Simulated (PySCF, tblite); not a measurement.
# C₄H₁₃ClP₂Si: geometry, infrared bands and NMR shifts

Wanted: the infrared bands and NMR shifts of C₄H₁₃ClP₂Si (`CCCC[Si](P)(P)Cl`), by calculation.

Computed with tblite 0.8.0 and PySCF 2.14.0, with density-fitted response routines of our own, on a single molecule in the gas phase. Atoms count from 0, in the outputs and in this text.

## Step 1: The molecule as given

21 atoms, charge 0, multiplicity 1; geometry from: force field or distance geometry start.

Bonds of the start (Å): C0–C1 1.52, C1–C2 1.53, C2–C3 1.53, C3–Si4 1.86, Si4–P5 2.24, Si4–P6 2.19, Si4–Cl7 2.09, C0–H8 1.11, C0–H9 1.10, C0–H10 1.10, C1–H11 1.10, C1–H12 1.10, C2–H13 1.09, C2–H14 1.10, C3–H15 1.09, C3–H16 1.11, P5–H17 1.47, P5–H18 1.46, P6–H19 1.44, P6–H20 1.45.

## Step 2: Optimising the geometry with GFN2-xTB

Job settings and geometry (Å):

```
{"job": {"kind": "relax", "xc": "GFN2-xTB", "basis": "xTB"}, "charge": 0, "multiplicity": 1}
C      3.488800     0.118300     0.303600
C      2.226300     0.795300    -0.207800
C      1.049900    -0.091400     0.210400
C     -0.233200     0.569600    -0.294600
Si    -1.767300    -0.392500     0.139000
P     -2.701600    -1.201800    -1.729000
P     -3.177500     1.010500     1.051000
Cl    -1.404300    -2.052100     1.357000
H      3.445700     0.150000     1.408700
H      3.455300    -0.908400    -0.098900
H      4.372900     0.633400    -0.113300
H      2.261300     0.805200    -1.308300
H      2.105700     1.782600     0.268800
H      1.013300    -0.105600     1.295900
H      1.188400    -1.085900    -0.228100
H     -0.156400     0.718200    -1.371900
H     -0.313800     1.556900     0.215500
H     -3.859200    -2.003200    -1.313300
H     -3.255100    -0.045000    -2.435800
H     -4.445200     1.069600     0.365800
H     -3.302700     0.847900     2.484900
```

Run with:

```sh
$ OMP_NUM_THREADS=1 python probes_run.py task.json out
```

The driver reads the jobs from task.json and runs them one after another.

**Question.** This job is followed by: GFN2-xTB harmonic vibrations, gas phase; GIAO PBE0/pcSseg-1 NMR shielding, non-relativistic, gas phase. Predict these results of the whole session: strongest single infrared mode (GFN2-xTB); zero-point energy (GFN2-xTB); ¹³C shifts against TMS (PBE0/pcSseg-1); ¹H shifts against TMS (PBE0/pcSseg-1, means over atoms taken as alike); ²⁹Si shifts against TMS (PBE0/pcSseg-1); ³¹P shifts against H3PO4 (PBE0/pcSseg-1, means over atoms taken as alike); ³⁵Cl shifts against HCl (PBE0/pcSseg-1).

The runs gave:

| quantity | value |
| --- | --- |
| strongest single infrared mode (GFN2-xTB) | 2374 cm⁻¹, 147 km/mol |
| zero-point energy (GFN2-xTB) | 99.5 kcal/mol |
| ¹³C shifts against TMS (PBE0/pcSseg-1) | 32.0, 31.9, 28.3, 16.9 ppm |
| ¹H shifts against TMS (PBE0/pcSseg-1, means over atoms taken as alike) | 1.51, 1.34, 1.30, 1.08, 0.92 ppm |
| ²⁹Si shifts against TMS (PBE0/pcSseg-1) | 49.9 ppm |
| ³¹P shifts against H3PO4 (PBE0/pcSseg-1, means over atoms taken as alike) | -254.5 ppm |
| ³⁵Cl shifts against HCl (PBE0/pcSseg-1) | 48 ppm |

In words: The optimisation took 205 steps and gained 1.543 eV; among the close pairs (by a distance rule), Si4–P6 changed most, from 2.188 to 2.278 Å. All 57 modes are real, so the xTB geometry is a minimum. The strongest single mode, at 2374 cm⁻¹, moves mainly H20 and H19. Unscaled tight-binding wavenumbers are off by several per cent, some by more. Its intensities can rank the bands wrongly. At PBE0/pcSseg-1: Shielding is most anisotropic at Cl7 (span 139 ppm, paramagnetic term -249 ppm).
